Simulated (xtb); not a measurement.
# GFN2-xTB run of C3BN3 (SMILES N#CB(C#N)C#N)

We compute a structure relaxation of C3BN3. 

Program for the calculation: xtb 6.7.1 later snapshot.

### 1 Starting point

C3BN3: 7 atoms, total charge 0, spin state singlet. As SMILES, `N#CB(C#N)C#N`. Geometry: relaxed at PBE0-D4/def2-TZVP. The run starts from this shape.

Bond lengths: N1–C2 1.153 Å, C2–B3 1.519 Å, B3–C4 1.519 Å, C4–N5 1.153 Å, B3–C6 1.519 Å, C6–N7 1.153 Å. Angles: N1–C2–B3 180.0°, C2–B3–C4 120.0°, C2–B3–C6 120.0°, C4–B3–C6 120.0°, B3–C4–N5 180.0°, B3–C6–N7 180.0°.

### 2 A geometry optimisation at GFN2-xTB

mol.xyz reads:

```xyz
7

N      1.19080000    -2.12290000     1.12280000
C      0.68080000    -1.21120000     0.63560000
B      0.00870000    -0.00970000    -0.00650000
C     -1.17330000    -0.20930000    -0.93960000
N     -2.07010000    -0.36070000    -1.64770000
C      0.51870000     1.39140000     0.28450000
N      0.90560000     2.45440000     0.50520000
```

The run is started by

```console
$ xtb mol.xyz --gfn 2 --opt vtight > mol.out
```

What values should one expect? Wanted: total energy at the end; dipole moment; HOMO energy; LUMO energy; HOMO–LUMO gap; dispersion energy; mean polarisability.

**Answer.** As computed:

Level: GFN2-xTB.

| quantity | value |
| --- | --- |
| total energy at the end | -16.25533 Eh |
| dipole moment | 0.00 D |
| HOMO energy | -12.45 eV |
| LUMO energy | -10.61 eV |
| HOMO–LUMO gap | 1.84 eV |
| dispersion energy | -11.42 kJ/mol |
| mean polarisability (D4 model) | 54.8 bohr³ |

In words: At the final geometry: Bond lengths: N1–C2 1.147 Å, C2–B3 1.517 Å, B3–C4 1.517 Å, C4–N5 1.147 Å, B3–C6 1.517 Å, C6–N7 1.147 Å. Angles: N1–C2–B3 180.0°, C2–B3–C4 120.0°, C2–B3–C6 120.0°, C4–B3–C6 120.0°, B3–C4–N5 180.0°, B3–C6–N7 180.0°. The optimisation took 6 steps and changed the energy by -0.006 eV. Mulliken charges run from -0.15 on N1 to +0.28 on B3.
